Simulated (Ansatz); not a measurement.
# CsAs3Os2: the cost of one run

Method: DFT PBE, scalar-relativistic, plane waves, PAW, in Ansatz 0.2.0.

### 1 The starting structure

Symmetry: P6_3/mmc, No. 194, hexagonal system. Conventional cell: a = 3.756 Å, b = 3.756 Å, c = 21.656 Å, α = 90.00°, β = 90.00°, γ = 120.00°. Cs (site symmetry -6m2) has 6 As at 3.30 Å and 6 Cs at 3.76 Å in its first shell of neighbours. As (site symmetry -3m) is surrounded by 6 Os at 2.67 Å. As (site symmetry 3m) is surrounded by 3 Os at 2.56 Å and 3 Cs at 3.30 Å. Os (site symmetry 3m) is surrounded by 6 As at 2.56 to 2.67 Å.

As a file:

```cif
data_structure
_symmetry_space_group_name_H-M 'P6_3/mmc'
_symmetry_Int_Tables_number 194
_cell_length_a 3.7561
_cell_length_b 3.7561
_cell_length_c 21.6556
_cell_angle_alpha 90.000
_cell_angle_beta 90.000
_cell_angle_gamma 120.000
_cell_volume 264.59
loop_
_atom_site_label
_atom_site_type_symbol
_atom_site_symmetry_multiplicity
_atom_site_Wyckoff_symbol
_atom_site_fract_x
_atom_site_fract_y
_atom_site_fract_z
_atom_site_occupancy
Cs1 Cs 2 b 0.00000 0.00000 0.25000 1
As1 As 2 a 0.00000 0.00000 0.50000 1
As2 As 4 f 0.33333 0.66667 0.36500 1
Os1 Os 4 f 0.33333 0.66667 0.92800 1
```

(A quick probe on a coarse mesh, which set the mesh and smearing, is not shown.)

### 3 Rough relaxation on the coarse mesh

Contents of input.yaml:

```yaml
crystal:
  lattice:
    - [3.7560865127, 0.0, 0.0]
    - [-1.8780432564, 3.2528663388, 0.0]
    - [0.0, 0.0, 21.6556127931]
  atoms:
    - { symbol: Cs, position: [0.0, 0.0, 0.25] }
    - { symbol: Cs, position: [0.0, 0.0, 0.75] }
    - { symbol: As, position: [0.0, 0.0, 0.5] }
    - { symbol: As, position: [0.0, 0.0, 0.0] }
    - { symbol: As, position: [0.3333333333, 0.6666666667, 0.365] }
    - { symbol: As, position: [0.6666666667, 0.3333333333, 0.865] }
    - { symbol: As, position: [0.6666666667, 0.3333333333, 0.635] }
    - { symbol: As, position: [0.3333333333, 0.6666666667, 0.135] }
    - { symbol: Os, position: [0.3333333333, 0.6666666667, 0.928] }
    - { symbol: Os, position: [0.6666666667, 0.3333333333, 0.428] }
    - { symbol: Os, position: [0.6666666667, 0.3333333333, 0.072] }
    - { symbol: Os, position: [0.3333333333, 0.6666666667, 0.572] }
basis:
  ecutwfc: 420
kpoints:
  mp_grid: { grid: [6, 6, 1] }
hamiltonian:
  xc: pbe
scf:
  occupations: { method: gaussian, width: 0.1 }
  lower_state_search: "off"
output:
  forces: true
  stress: true
  eigenvalues: true
relax:
  adjacent_minimum: "off"
  f_tol: 0.04
  max_steps: 70
  cell: { stress_tol: 0.4 }
```

On the command line:

```
$ ansatz run input.yaml --threads 1 --pin off --max-ram 2560MiB --backend cpu --events-out ev --progress --plain --runs-dir out
```

**Question.** How long does this run take on 1 thread of Arm Neoverse V2, shared host, and how much memory does it need?

About 2.2 min, with a peak of 0.63 GiB.
